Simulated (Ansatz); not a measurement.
# C₂H₆GeO₂: a ladder of functionals and wavefunction methods

Aim: compute C₂H₆GeO₂ with functionals from several rungs and with coupled cluster. The yardstick is the atomisation energy at the CCSD(T) limit.

Program: Ansatz 0.2.0, Gaussian basis. Level of theory: functionals in def2-TZVPP, the program's frozen cores in correlated methods. These are calculated values, not measurements.

Plan: LDA (SPW92), PBE-D4, revPBE-D4, BLYP-D4, r2SCAN-D4, B97M-V, PBE0-D4, B3LYP-D4, r2SCANh-D4, r2SCAN0-D4, HSE06-D4, BHLYP-D4, CAM-B3LYP-D4, LC-ωPBE, ωB97X-V, ωB97M-V, B2PLYP, PBE-QIDH; CCSD(T)/def2-SVP; CCSD(T)/def2-TZVPP; MP2/def2-QZVPP; extrapolation to the limit; RPA on PBE.

## Step 1: The geometry

All runs share one geometry, relaxed beforehand with PBE0-D4 in a triple-zeta def2 set.

11 atoms, charge 0, spin multiplicity 1.

Atoms are counted from 1 here; the program's logs count them from 0.

Bond lengths: C1–C2 1.497 Å, C1–H6 1.087 Å, C1–H7 1.092 Å, C1–H8 1.092 Å, C2–O3 1.209 Å, C2–O4 1.328 Å, O4–Ge5 1.834 Å, Ge5–H9 1.529 Å, Ge5–H10 1.534 Å, Ge5–H11 1.529 Å. Angles: C2–C1–H6 110.0°, C2–C1–H7 109.6°, C2–C1–H8 109.6°, H6–C1–H7 110.2°, H6–C1–H8 110.2°, H7–C1–H8 107.2°, C1–C2–O3 124.8°, C1–C2–O4 113.2°, O3–C2–O4 122.1°, C2–O4–Ge5 112.9°, O4–Ge5–H9 109.1°, O4–Ge5–H10 100.1°, O4–Ge5–H11 109.1°, H9–Ge5–H10 111.9°, H9–Ge5–H11 113.7°, H10–Ge5–H11 111.9°.

## Step 2: LDA

This LDA is Slater exchange with PW92 correlation.

Input file in.yaml:

```yaml
crystal:
  periodic: [false, false, false]
  atoms:
    - {symbol: C, position_ang: [-0.090474, -1.581416, 1.218867]}
    - {symbol: C, position_ang: [-0.290492, -0.567804, 0.135392]}
    - {symbol: O, position_ang: [-1.119195, -0.649998, -0.741095]}
    - {symbol: O, position_ang: [0.544505, 0.461457, 0.221681]}
    - {symbol: Ge, position_ang: [0.290166, 1.698243, -1.108113]}
    - {symbol: H, position_ang: [-0.791466, -2.402637, 1.093689]}
    - {symbol: H, position_ang: [0.935457, -1.952940, 1.189061]}
    - {symbol: H, position_ang: [-0.234364, -1.109004, 2.192449]}
    - {symbol: H, position_ang: [-1.116612, 2.283817, -0.984674]}
    - {symbol: H, position_ang: [1.370938, 2.720601, -0.735552]}
    - {symbol: H, position_ang: [0.566739, 1.042679, -2.461205]}
basis:
  gaussian: {orbitals: def2-TZVPP}
hamiltonian: {xc: lda}
output: {orbitals: {seedname: orbitals}}
```

The runs that follow: PBE-D4 (GGA); revPBE-D4 (GGA); BLYP-D4 (GGA); r2SCAN-D4 (meta-GGA); B97M-V (meta-GGA); PBE0-D4 (hybrid); B3LYP-D4 (hybrid); r2SCANh-D4 (hybrid); r2SCAN0-D4 (hybrid); HSE06-D4 (hybrid); BHLYP-D4 (hybrid); CAM-B3LYP-D4 (range-separated); LC-ωPBE-D4 (range-separated); ωB97X-V (range-separated); ωB97M-V (range-separated); B2PLYP (double hybrid); PBE-QIDH (double hybrid); CCSD(T) in def2-SVP; CCSD(T) in def2-TZVPP; MP2 in def2-QZVPP; RPA on PBE orbitals.

Before running them: what should the planned runs give, taken together? Wanted: atomisation energy, CCSD(T)/CBS; farthest beyond LDA; mean size of error, GGA; mean size of error, meta-GGA; mean size of error, hybrid; mean size of error, range-separated; mean size of error, double hybrid; gap, smallest and largest; T1 diagnostic.

**Answer**, as computed:

| quantity | value |
| --- | --- |
| atomisation energy, CCSD(T)/CBS | 4161.7 kJ/mol |
| functionals within 41.6 kJ/mol (1.0 %) | revPBE-D4, BLYP-D4, r2SCAN-D4, B97M-V, PBE0-D4, B3LYP-D4, r2SCANh-D4, HSE06-D4, CAM-B3LYP-D4, LC-ωPBE, ωB97X-V, ωB97M-V, PBE-QIDH |
| farthest beyond LDA | BHLYP-D4 (-164.8 kJ/mol) |
| mean size of error, GGA | 40.7 kJ/mol |
| mean size of error, meta-GGA | 18.5 kJ/mol |
| mean size of error, hybrid | 49.6 kJ/mol |
| mean size of error, range-separated | 10.6 kJ/mol |
| mean size of error, double hybrid | 42.2 kJ/mol |
| gap, smallest and largest | 5.43 eV (LDA (SPW92)), 13.21 eV (LC-ωPBE) |
| T1 diagnostic | 0.0143 |
| triples share of the correlation energy | 3.9 % |

The LDA atomisation energy is off by 660.8 kJ/mol (16 %): it overbinds. PBE-D4 is off by +88.7 kJ/mol. Double hybrids carry the basis error of their MP2 part in triple zeta, and no dispersion term here, so their miss is partly the set-up's. The rungs range-separated, meta-GGA, GGA miss on average by less than the doubt on the reference (41.6 kJ/mol), so they tie. The reference freezes the cores and leaves out relativity and excitations past (T), and its outer-core shells are covered unevenly, so misses under about 41.6 kJ/mol can't be ranked. Hartree-Fock recovers 71 % of the binding; the rest is correlation. CCSD(T) in def2-SVP is off by -208.3 kJ/mol, which most functionals beat. The gap grows from 5.4 to 13.2 eV across the functionals, mostly with the share of exact exchange. Correlated methods include outer-core shells of Ge, which these sets cover unevenly.
